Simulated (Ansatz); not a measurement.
# Si13C3: the cost of one run

All numbers below are computed with Ansatz 0.2.0 (DFT PBE, scalar-relativistic, plane waves, PAW).

## Step 1: The starting structure

The cell holds 16 atoms (C3Si13): a = 7.095 Å, b = 7.095 Å, c = 7.095 Å, α = 60.00°, β = 60.00°, γ = 60.00°.

The sites of an ideal diamond lattice, at a guessed lattice constant, take 3 C, 13 Si (sublattices apart by semicolons), with a shake of 0.02 Å. Warren-Cowley parameters of the first shell (negative: unlike neighbours preferred): C-Si -0.03. In a cell this small the draw can fall short of the order aimed at.

As a file:

```
CELL_PARAMETERS angstrom
-5.01671 5.01671 0.00000
-5.01671 0.00000 5.01671
0.00000 5.01671 5.01671
ATOMIC_POSITIONS crystal
C 0.00485 0.00072 0.50081
C 0.49771 0.49663 0.01013
C 0.37346 0.37359 0.87507
Si 0.99910 0.00401 0.99910
Si 0.49528 0.00335 0.99691
Si 0.99895 0.50194 0.00294
Si 0.50340 0.99872 0.50817
Si 0.00257 0.50197 0.49524
Si 0.49800 0.50140 0.50390
Si 0.86688 0.87535 0.37848
Si 0.37686 0.87971 0.37356
Si 0.87491 0.37439 0.37820
Si 0.87847 0.86918 0.87671
Si 0.37378 0.37399 0.36864
Si 0.37054 0.87651 0.87670
Si 0.87069 0.37217 0.87990
```

## Step 2: Relaxing on a coarse mesh

Cell and atoms move without symmetry, on a coarse mesh with loose thresholds.

Contents of input.yaml:

```yaml
crystal:
  lattice:
    - [-5.01671196, 5.01671196, 0.0]
    - [-5.01671196, 0.0, 5.01671196]
    - [0.0, 5.01671196, 5.01671196]
  atoms:
    - { symbol: C, position: [0.0048525234, 0.0007163812, 0.5008133921] }
    - { symbol: C, position: [0.4977071629, 0.4966306595, 0.0101302545] }
    - { symbol: C, position: [0.3734645809, 0.3735882259, 0.8750726081] }
    - { symbol: Si, position: [0.9991029104, 0.0040088148, 0.9990999953] }
    - { symbol: Si, position: [0.4952816627, 0.0033460579, 0.9969076278] }
    - { symbol: Si, position: [0.9989483522, 0.5019387991, 0.0029384762] }
    - { symbol: Si, position: [0.5034045639, 0.9987243815, 0.5081687359] }
    - { symbol: Si, position: [0.0025667541, 0.5019652209, 0.4952402389] }
    - { symbol: Si, position: [0.4979983218, 0.5014012509, 0.5039000333] }
    - { symbol: Si, position: [0.866880359, 0.8753504007, 0.3784762392] }
    - { symbol: Si, position: [0.3768588157, 0.8797067619, 0.3735645195] }
    - { symbol: Si, position: [0.8749074014, 0.374391277, 0.3782010986] }
    - { symbol: Si, position: [0.8784673067, 0.8691781628, 0.8767092023] }
    - { symbol: Si, position: [0.3737772684, 0.3739877351, 0.3686437976] }
    - { symbol: Si, position: [0.3705390997, 0.8765058011, 0.8766986932] }
    - { symbol: Si, position: [0.8706914755, 0.3721746111, 0.8798974808] }
  symmetry: { detect: false }
basis:
  ecutwfc: 420
kpoints:
  mp_grid: { grid: [2, 2, 2], shift: [0.5, 0.5, 0.5] }
hamiltonian:
  xc: pbe
scf:
  occupations: { method: gaussian, width: 0.1 }
  lower_state_search: "off"
output:
  forces: true
  stress: true
  eigenvalues: true
relax:
  adjacent_minimum: "off"
  f_tol: 0.04
  max_steps: 50
  cell: { stress_tol: 0.3 }
```

Started as:

```
ansatz run input.yaml --threads 4 --pin off --max-ram 9216MiB --backend cpu --events-out ev --progress --plain --runs-dir out
```

Q: Estimate wall time and peak memory on 4 threads of Intel Xeon 6975P-C (Granite Rapids), shared host.

About 17 s, with a peak of 0.62 GiB.
